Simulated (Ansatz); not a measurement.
# RuAs2 (As2Ru-type): bands and what follows from them, part 2 of 2

What do the bands of RuAs2 (As2Ru-type) imply? The runs give effective masses.

Ansatz 0.2.0; DFT r²SCAN, scalar-relativistic, plane waves, PAW. The steps go on from the part before.

## 3. Levels about the band edges

File input.yaml:

```yaml
crystal:
  lattice:
    - [5.4279000007, 0.0, 0.0]
    - [0.0, 6.1834000009, 0.0]
    - [0.0, 0.0, 2.9685000004]
  atoms:
    - { symbol: As, position: [0.17, 0.3666, 0.0] }
    - { symbol: As, position: [0.83, 0.6334, 0.0] }
    - { symbol: As, position: [0.67, 0.1334, 0.5] }
    - { symbol: As, position: [0.33, 0.8666, 0.5] }
    - { symbol: Ru, position: [0.0, 0.0, 0.0] }
    - { symbol: Ru, position: [0.5, 0.5, 0.5] }
basis:
  ecutwfc: 500
  ecutrho_ratio: 4
kpoints:
  mp_grid: { grid: [6, 6, 10] }
hamiltonian:
  xc: r2scan
scf:
  occupations: { method: gaussian, width: 0.05 }
output:
  forces: true
  stress: true
  eigenvalues: true
  eigenstates:
    kpoints:
      - [-0.5, -0.5, 0.125]
      - [-0.489633475, -0.5, 0.125]
      - [-0.510366525, -0.5, 0.125]
      - [-0.5, -0.488190576, 0.125]
      - [-0.5, -0.511809424, 0.125]
      - [-0.5, -0.5, 0.130669417]
      - [-0.5, -0.5, 0.119330583]
      - [-0.49266976, -0.491649476, 0.125]
      - [-0.50733024, -0.508350524, 0.125]
      - [-0.49266976, -0.5, 0.129008883]
      - [-0.50733024, -0.5, 0.120991117]
      - [-0.5, -0.491649476, 0.129008883]
      - [-0.5, -0.508350524, 0.120991117]
      - [-0.494014884, -0.493181826, 0.12827324]
      - [-0.505985116, -0.506818174, 0.12172676]
      - [0.0, 0.0, 0.25]
      - [0.010366525, 0.0, 0.25]
      - [-0.010366525, 0.0, 0.25]
      - [0.0, 0.011809424, 0.25]
      - [0.0, -0.011809424, 0.25]
      - [0.0, 0.0, 0.255669417]
      - [0.0, 0.0, 0.244330583]
      - [0.00733024, 0.008350524, 0.25]
      - [-0.00733024, -0.008350524, 0.25]
      - [0.00733024, 0.0, 0.254008883]
      - [-0.00733024, 0.0, 0.245991117]
      - [0.0, 0.008350524, 0.254008883]
      - [0.0, -0.008350524, 0.245991117]
      - [0.005985116, 0.006818174, 0.25327324]
      - [-0.005985116, -0.006818174, 0.24672676]
    de_dk: true
    e_range: [-0.9349565926267, 0.8964801013344]
```

Command:

```console
$ ansatz run input.yaml --threads 8 --pin off --max-ram 15360MiB --backend cpu --events-out ev --progress --plain --runs-dir out
```

The log of the run (excerpt; [...] marks lines left out):

```text
Warning: RAYON_NUM_THREADS=8 ignored (pool sized by the plan → 8); use --threads N
[...]
Pseudopotentials: kind: paw
Pseudopotential: As, paw, valence charge 15, recommended cutoff 500 eV (meta_gga), As.paw.azcp
Pseudopotential: Ru, paw, valence charge 16, recommended cutoff 500 eV (meta_gga), Ru.paw.azcp
Functional definition: r2SCAN
[...]
Crystal: 6 atoms, lattice volume = 99.631 Å³
Basis set: ecut = 500 eV, 2555 PW (Γ), exchange–correlation on 160×192×96 points (64 copies of the dense FFT grid, shifted against one another)
Bands: 56, of which v1, the nominal top of the filled ones, is band 46 counted from 1 (45 counted from 0)
Symmetry: 8 space group operations
Space group: Pnnm (ITA 58), of the structure as read, at distance tolerance 4.6e-5 Å
k-points: 96 of 360
[...]
SCF iter   1: F=—  HF=-31242.350782 eV  |F-HF|=—  |Δ(HF+E_count)|=         —  Δρ=7.16e-3  dr2=2.07e-2  dr2_τ=6.53e-2  ethr=1.77e-3  ⟨swp⟩=6.0  Hψ=18466  notcnv=0  defer=19
[...]
SCF iter  11: F=-31242.429909 eV  HF=-31242.429909 eV  |F-HF|=3.64e-12  |Δ(HF+E_count)|=  7.28e-12  Δρ=4.79e-8  dr2=3.66e-12  dr2_τ=3.04e-13  ethr=1.00e-12  ⟨swp⟩=10.4  Hψ=24036  notcnv=0
[...]
NSCF: frozen V_eff on 30 k-points
SCF converged after 11 iterations
Free energy (F): -31242.429909 eV
[...]
E sigma→0 (E₀):  -31242.429909 eV
Fermi energy:    15.340672 eV
[...]
--- Forces (eV/Å), atoms counted from 1 ---
  atom   1  As     0.01616133    -0.00079781     0.00000000
  atom   2  As    -0.01616133     0.00079781     0.00000000
  atom   3  As     0.01616133     0.00079781     0.00000000
  atom   4  As    -0.01616133    -0.00079781     0.00000000
  atom   5  Ru     0.00000000     0.00000000     0.00000000
  atom   6  Ru    -0.00000000     0.00000000     0.00000000
[...]
--- Stress (GPa, compression-positive) ---
        1.913392       0.000000       0.000000
        0.000000       1.851013       0.000000
        0.000000       0.000000       3.249853
  P = ⅓ Tr σ = 2.3381 GPa (23.381 kbar)
--- Band table (eV; the first three rows and the last of 96) ---
[...]
```

Run time: 14 s. Hardware: 8 threads of Arm Neoverse V2, shared host; peak memory 1 GiB.

This gives: volume 16.605 Å³/atom, pressure 2.34 GPa, gap on the mesh 0.72 eV.

## 4. Levels about the band edges

File input.yaml:

```yaml
crystal:
  lattice:
    - [5.4279000007, 0.0, 0.0]
    - [0.0, 6.1834000009, 0.0]
    - [0.0, 0.0, 2.9685000004]
  atoms:
    - { symbol: As, position: [0.17, 0.3666, 0.0] }
    - { symbol: As, position: [0.83, 0.6334, 0.0] }
    - { symbol: As, position: [0.67, 0.1334, 0.5] }
    - { symbol: As, position: [0.33, 0.8666, 0.5] }
    - { symbol: Ru, position: [0.0, 0.0, 0.0] }
    - { symbol: Ru, position: [0.5, 0.5, 0.5] }
basis:
  ecutwfc: 500
  ecutrho_ratio: 4
kpoints:
  mp_grid: { grid: [6, 6, 10] }
hamiltonian:
  xc: r2scan
scf:
  occupations: { method: gaussian, width: 0.05 }
output:
  forces: true
  stress: true
  eigenvalues: true
  eigenstates:
    kpoints:
      - [-0.500044738, -0.500054895, 0.162796099]
      - [-0.489678213, -0.500054895, 0.162796099]
      - [-0.510411264, -0.500054895, 0.162796099]
      - [-0.500044738, -0.488245471, 0.162796099]
      - [-0.500044738, -0.511864319, 0.162796099]
      - [-0.500044738, -0.500054895, 0.168465516]
      - [-0.500044738, -0.500054895, 0.157126681]
      - [-0.492714498, -0.491704371, 0.162796099]
      - [-0.507374979, -0.508405418, 0.162796099]
      - [-0.492714498, -0.500054895, 0.166804982]
      - [-0.507374979, -0.500054895, 0.158787215]
      - [-0.500044738, -0.491704371, 0.166804982]
      - [-0.500044738, -0.508405418, 0.158787215]
      - [-0.494059622, -0.49323672, 0.166069338]
      - [-0.506029855, -0.506873069, 0.159522859]
      - [-7.12e-07, 2.403e-06, 0.244915943]
      - [0.010365814, 2.403e-06, 0.244915943]
      - [-0.010367237, 2.403e-06, 0.244915943]
      - [-7.12e-07, 0.011811827, 0.244915943]
      - [-7.12e-07, -0.011807021, 0.244915943]
      - [-7.12e-07, 2.403e-06, 0.25058536]
      - [-7.12e-07, 2.403e-06, 0.239246525]
      - [0.007329529, 0.008352927, 0.244915943]
      - [-0.007330952, -0.008348121, 0.244915943]
      - [0.007329529, 2.403e-06, 0.248924826]
      - [-0.007330952, 2.403e-06, 0.240907059]
      - [-7.12e-07, 0.008352927, 0.248924826]
      - [-7.12e-07, -0.008348121, 0.240907059]
      - [0.005984405, 0.006820577, 0.248189182]
      - [-0.005985828, -0.006815771, 0.241642703]
    de_dk: true
    e_range: [-0.9349565926267, 0.8964801013344]
```

Command:

```console
$ ansatz run input.yaml --threads 8 --pin off --max-ram 15360MiB --backend cpu --events-out ev --progress --plain --runs-dir out
```

The log of the run (excerpt; [...] marks lines left out):

```text
Warning: RAYON_NUM_THREADS=8 ignored (pool sized by the plan → 8); use --threads N
[...]
Pseudopotentials: kind: paw
Pseudopotential: As, paw, valence charge 15, recommended cutoff 500 eV (meta_gga), As.paw.azcp
Pseudopotential: Ru, paw, valence charge 16, recommended cutoff 500 eV (meta_gga), Ru.paw.azcp
Functional definition: r2SCAN
[...]
Crystal: 6 atoms, lattice volume = 99.631 Å³
Basis set: ecut = 500 eV, 2555 PW (Γ), exchange–correlation on 160×192×96 points (64 copies of the dense FFT grid, shifted against one another)
Bands: 56, of which v1, the nominal top of the filled ones, is band 46 counted from 1 (45 counted from 0)
Symmetry: 8 space group operations
Space group: Pnnm (ITA 58), of the structure as read, at distance tolerance 4.6e-5 Å
k-points: 96 of 360
[...]
SCF iter   1: F=—  HF=-31242.350782 eV  |F-HF|=—  |Δ(HF+E_count)|=         —  Δρ=7.16e-3  dr2=2.07e-2  dr2_τ=6.53e-2  ethr=1.77e-3  ⟨swp⟩=6.0  Hψ=18466  notcnv=0  defer=19
[...]
SCF iter  11: F=-31242.429909 eV  HF=-31242.429909 eV  |F-HF|=3.64e-12  |Δ(HF+E_count)|=  7.28e-12  Δρ=4.79e-8  dr2=3.66e-12  dr2_τ=3.04e-13  ethr=1.00e-12  ⟨swp⟩=10.4  Hψ=24036  notcnv=0
[...]
NSCF: frozen V_eff on 30 k-points
SCF converged after 11 iterations
Free energy (F): -31242.429909 eV
[...]
E sigma→0 (E₀):  -31242.429909 eV
Fermi energy:    15.340672 eV
[...]
--- Forces (eV/Å), atoms counted from 1 ---
  atom   1  As     0.01616133    -0.00079781     0.00000000
  atom   2  As    -0.01616133     0.00079781     0.00000000
  atom   3  As     0.01616133     0.00079781     0.00000000
  atom   4  As    -0.01616133    -0.00079781     0.00000000
  atom   5  Ru     0.00000000     0.00000000     0.00000000
  atom   6  Ru    -0.00000000     0.00000000     0.00000000
[...]
--- Stress (GPa, compression-positive) ---
        1.913392       0.000000       0.000000
        0.000000       1.851013       0.000000
        0.000000       0.000000       3.249853
  P = ⅓ Tr σ = 2.3381 GPa (23.381 kbar)
--- Band table (eV; the first three rows and the last of 96) ---
[...]
```

Wall time 15 s (8 threads of Arm Neoverse V2, shared host); peak memory 1 GiB.

Read off: volume 16.605 Å³/atom, pressure 2.34 GPa, gap on the mesh 0.72 eV.

## 5. Masses at the band edges

Effective masses from the curvatures, in electron masses (holes for the valence edge):

| edge | band from the edge | degeneracy | x | y | z | [110] | [111] |
| --- | --- | --- | --- | --- | --- | --- | --- |
| valence | 1 | 2 | 0.27 | 0.29 | 0.30 | 0.75 | 0.50 |
| valence | 2 | 2 | 0.27 | 0.29 | 0.30 | 0.17 | 0.20 |
| conduction | 1 | 1 | 0.41 | 2.27 | 0.63 | 0.70 | 0.67 |

The edges lie at k = (-0.50, -0.50, 0.16) and (0.00, 0.00, 0.24).

## 6. What came out

This closing draws on all 2 parts.

| quantity | value |
| --- | --- |
| mass at the valence edge, x y z | 0.27 0.29 0.30 |
| mass at the conduction edge, x y z | 0.41 2.27 0.63 |

Electrons are heavier than the top holes: the harmonic means over x, y and z are 0.67 and 0.29. An edge isn't at an exact extremum, so its masses are rough.
